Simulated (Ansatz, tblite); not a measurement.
# Pt20 flat piece (Pt20): a ladder of methods and basis sets

One table from this session's results is given with a row withheld; the runs are named, their logs left out.

Method: as each input shows; program: Ansatz 0.2.0, Gaussian basis.

Plan: GFN1-xTB, GFN2-xTB, PBE-D4/def2-TZVP, r2SCAN-D4/def2-TZVP, BLYP-D4/def2-TZVP, PBE-D4/def2-SVP, PBE0-D4/def2-SVP, MP2/def2-SVP.

2 further runs of the same task are left out: 2 set aside as unsound or not needed.

**The geometry**

The geometry is that of the singlet, from an earlier relaxation (PBE-D4/def2-SVP).

20 atoms, charge 0, spin multiplicity 1.

Bond lengths: Pt1–Pt2 2.506 Å, Pt1–Pt6 2.508 Å, Pt2–Pt3 2.495 Å, Pt2–Pt6 2.645 Å, Pt2–Pt7 2.668 Å, Pt2–Pt8 2.709 Å, Pt3–Pt4 2.523 Å, Pt3–Pt8 2.648 Å, Pt4–Pt5 2.504 Å, Pt4–Pt8 2.621 Å, Pt4–Pt9 2.649 Å, Pt4–Pt10 2.643 Å, Pt5–Pt10 2.508 Å, Pt6–Pt7 2.633 Å, Pt6–Pt11 2.516 Å, Pt7–Pt8 2.647 Å, Pt7–Pt11 2.595 Å, Pt7–Pt12 2.645 Å and more. Angles: Pt2–Pt1–Pt6 63.7°, Pt1–Pt2–Pt3 140.5°, Pt1–Pt2–Pt6 58.2°, Pt1–Pt2–Pt7 111.5°, Pt1–Pt2–Pt8 142.1°, Pt3–Pt2–Pt6 155.0°, Pt3–Pt2–Pt7 107.9°, Pt3–Pt2–Pt8 61.0°, Pt6–Pt2–Pt7 59.4°, Pt6–Pt2–Pt8 116.9°, Pt7–Pt2–Pt8 59.0°, Pt2–Pt3–Pt4 124.1°, Pt2–Pt3–Pt8 63.5°, Pt4–Pt3–Pt8 60.9°, Pt3–Pt4–Pt5 122.9°, Pt3–Pt4–Pt8 61.9°, Pt3–Pt4–Pt9 118.8°, Pt3–Pt4–Pt10 170.9° and more.

Pt takes a core potential in the def2 sets. No spin-orbit coupling is included.

PBE0-D4/def2-TZVP was run before; its log isn't repeated, and its numbers join the tables.

Set-up of the first run:

Tight binding, by tblite at 300 K electronic temperature and without a spin-polarisation term:

```python
tblite.interface.Calculator('GFN1-xTB', numbers, positions, charge=0, uhf=0).singlepoint()
```

Tight binding, by tblite at 300 K electronic temperature and without a spin-polarisation term:

```python
tblite.interface.Calculator('GFN2-xTB', numbers, positions, charge=0, uhf=0).singlepoint()
```

start.molden holds the orbitals of an earlier run on this state, given as this run's starting guess.

Input file in.yaml:

```yaml
crystal:
  periodic: [false, false, false]
  atoms:
    - {symbol: Pt, position_ang: [-4.105361, -4.382427, 0.899352]}
    - {symbol: Pt, position_ang: [-3.190825, -2.247687, -0.041135]}
    - {symbol: Pt, position_ang: [-3.964586, -0.041017, -0.912294]}
    - {symbol: Pt, position_ang: [-2.968943, 2.176308, -0.235268]}
    - {symbol: Pt, position_ang: [-4.233324, 4.333152, -0.377146]}
    - {symbol: Pt, position_ang: [-1.815988, -4.506108, -0.117689]}
    - {symbol: Pt, position_ang: [-0.524090, -2.215441, 0.017551]}
    - {symbol: Pt, position_ang: [-1.836757, -0.009957, 0.663758]}
    - {symbol: Pt, position_ang: [-0.448672, 2.250417, 0.576211]}
    - {symbol: Pt, position_ang: [-1.774132, 4.512507, 0.082001]}
    - {symbol: Pt, position_ang: [0.699777, -4.498487, -0.130543]}
    - {symbol: Pt, position_ang: [2.074095, -2.245142, 0.511162]}
    - {symbol: Pt, position_ang: [0.739529, -0.034257, 0.488212]}
    - {symbol: Pt, position_ang: [2.024715, 2.105918, -0.117144]}
    - {symbol: Pt, position_ang: [0.670980, 4.402279, -0.452645]}
    - {symbol: Pt, position_ang: [2.898432, -3.881980, -1.237823]}
    - {symbol: Pt, position_ang: [4.630185, -2.365817, -0.042471]}
    - {symbol: Pt, position_ang: [3.430331, -0.087907, 0.020229]}
    - {symbol: Pt, position_ang: [4.511586, 2.236276, 0.377113]}
    - {symbol: Pt, position_ang: [3.166349, 4.448772, 0.051970]}
basis:
  gaussian: {orbitals: def2-TZVP, fitting: {mean_field: def2-universal-jkfit}, initial_orbitals: start.molden}
hamiltonian: {xc: pbe, dispersion: d4}
scf: {omitted_lower_state_checks: [starts]}
output: {forces: true, orbitals: {seedname: orbitals}}
```

Started as:

```sh
> ansatz run in.yaml --threads 5 --pin off --events-out ev --progress --plain --max-ram 66560MiB --backend cuda --devices 0, --max-vram 37GiB
```

Among the steps run: PBE-D4/def2-TZVP; r2SCAN-D4/def2-TZVP; BLYP-D4/def2-TZVP; PBE-D4/def2-SVP; PBE0-D4/def2-SVP; MP2/def2-SVP.

One of the session's tables, all rows but one given; the rest of the session is left out.

It belongs to the step «Binding energy». 

| level | binding an atom (eV) |
| --- | --- |
| HF/def2-SVP | -0.114 |
| PBE-D4/def2-SVP | ? |
| PBE-D4/def2-TZVP | 3.889 |
| BLYP-D4/def2-TZVP | 3.566 |
| r2SCAN-D4/def2-TZVP | 3.728 |
| PBE0-D4/def2-SVP | 2.940 |
| PBE0-D4/def2-TZVP | 3.122 |
| MP2/def2-SVP | 3.977 |

**Question.** Estimate the row for PBE-D4/def2-SVP.

The run gave: binding an atom (eV): 3.707. In the column «binding an atom (eV)» it lies between BLYP-D4/def2-TZVP (3.566) and r2SCAN-D4/def2-TZVP (3.728).

To keep in mind: Free atoms were run apart at each level; binding is atoms less cluster, divided by the number of atoms, without zero-point or spin-orbit terms.
